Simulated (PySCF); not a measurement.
**Y2O3: forces at shaken geometries**

Aim: move all atoms of relaxed Y2O3 at random and read energies and forces. The species was built from a template and needn't be a known compound.

Program: PySCF 2.14.0. Level of theory: r2SCAN, Y def2-SVP with ECP28, O def2-SVP; scalar-relativistic core potentials, no spin–orbit coupling. These are calculated values, not measurements.

3 further runs of the same task are left out: 2 for a known fault of the program, 1 that didn't finish.

### 1 The starting structure

5 atoms, charge 0, spin multiplicity 1.

Bond lengths: Y1–Y2 2.732 Å, Y1–O3 2.061 Å, Y1–O4 2.061 Å, Y1–O5 2.061 Å, Y2–O3 2.061 Å, Y2–O4 2.061 Å, Y2–O5 2.061 Å. Angles: Y2–Y1–O3 48.5°, Y2–Y1–O4 48.5°, Y2–Y1–O5 48.5°, O3–Y1–O4 80.8°, O3–Y1–O5 80.8°, O4–Y1–O5 80.8°, Y1–Y2–O3 48.5°, Y1–Y2–O4 48.5°, Y1–Y2–O5 48.5°, O3–Y2–O4 80.8°, O3–Y2–O5 80.8°, O4–Y2–O5 80.8°, Y1–O3–Y2 83.1°, Y1–O4–Y2 83.1°, Y1–O5–Y2 83.1°.

Geometry (Å):

```mol
O3Y2
  3D, bonds by distance, orders not assigned

  5  7  0  0  0  0  0  0  0  0999 V2000
    0.0000    0.0000    1.3661 Y   0  0
   -0.0000   -0.0000   -1.3661 Y   0  0
    1.5427   -0.0000   -0.0000 O   0  0
   -0.7714    1.3361   -0.0000 O   0  0
   -0.7714   -1.3360    0.0000 O   0  0
  1  2  8  0
  1  3  8  0
  1  4  8  0
  1  5  8  0
  2  3  8  0
  2  4  8  0
  2  5  8  0
M  END
```

Formal oxidation states: Y +3. An earlier session relaxed this geometry at r2SCAN, Y def2-SVP with ECP28, O def2-SVP (singlet, point group D3h).

Its energy there is -302.306744 Eh.

### 2 Atoms moved at random, σ = 0.1 Å

Contents of run.py (the lines that set the calculation):

```python
mol = gto.M(atom='''
Y     -0.12193    -0.07611     1.28463
Y      0.06399     0.05919    -1.38932
O      1.67075     0.07122    -0.03311
O     -0.86595     1.33745     0.03452
O     -0.74686    -1.39176     0.10328''',
    basis={'Y': 'def2-SVP', 'O': 'def2-SVP'},
    ecp={'Y': 'def2-SVP'},
    charge=0, spin=0)
mf = dft.RKS(mol, xc='R2SCAN')
mf.grids.atom_grid = (50, 194)
mf = mf.density_fit()  # fitting sets: Y def2-universal-JKFIT, O def2-universal-JKFIT
mf.conv_tol = 1e-08; mf.max_cycle = 55
mf.kernel(dm0)  # dm0: the density of the relaxed state
```

Launch:

```console
$ OMP_NUM_THREADS=2 python run.py
```

### 3 Atoms moved at random, σ = 0.1 Å

Contents of run.py (the lines that set the calculation):

```python
mol = gto.M(atom='''
Y      0.18242     0.05786     1.30240
Y     -0.08413    -0.18194    -1.32658
O      1.47655     0.07260     0.13774
O     -0.82131     1.30578     0.03438
O     -0.75354    -1.25430    -0.14793''',
    basis={'Y': 'def2-SVP', 'O': 'def2-SVP'},
    ecp={'Y': 'def2-SVP'},
    charge=0, spin=0)
mf = dft.RKS(mol, xc='R2SCAN')
mf.grids.atom_grid = (50, 194)
mf = mf.density_fit()  # fitting sets: Y def2-universal-JKFIT, O def2-universal-JKFIT
mf.conv_tol = 1e-08; mf.max_cycle = 55
mf.kernel(dm0)  # dm0: the density of the relaxed state
```

### 4 Atoms moved at random, σ = 0.03 Å

Contents of run.py (the lines that set the calculation):

```python
mol = gto.M(atom='''
Y     -0.01156    -0.00445     1.37084
Y     -0.00136    -0.01199    -1.38282
O      1.53421    -0.03429    -0.03875
O     -0.76161     1.34343     0.02692
O     -0.75969    -1.29271     0.02382''',
    basis={'Y': 'def2-SVP', 'O': 'def2-SVP'},
    ecp={'Y': 'def2-SVP'},
    charge=0, spin=0)
mf = dft.RKS(mol, xc='R2SCAN')
mf.grids.atom_grid = (50, 194)
mf = mf.density_fit()  # fitting sets: Y def2-universal-JKFIT, O def2-universal-JKFIT
mf.conv_tol = 1e-08; mf.max_cycle = 55
mf.kernel(dm0)  # dm0: the density of the relaxed state
```

**Question.** What will these runs give? Wanted: for each run, σ; energy rise; harmonic estimate −½ F·u; largest force component.

**Answer**, as computed:

| σ (Å) | energy rise (eV) | harmonic estimate −½ F·u (eV) | largest force component (eV/Å) |
| --- | --- | --- | --- |
| 0.1 | 0.644 | 0.651 | 3.88 |
| 0.1 | 2.127 | 2.825 | 7.77 |
| 0.03 | 0.042 | 0.043 | 0.87 |

Every displacement raises the energy. For a harmonic well the rise equals −½ F·u; the two differ by at most 33 % here (a move with σ = 0.1 Å), from anharmonicity, the grid and the small forces left at the relaxed point. The bases are small and lack diffuse functions. Spin–orbit coupling is left out.
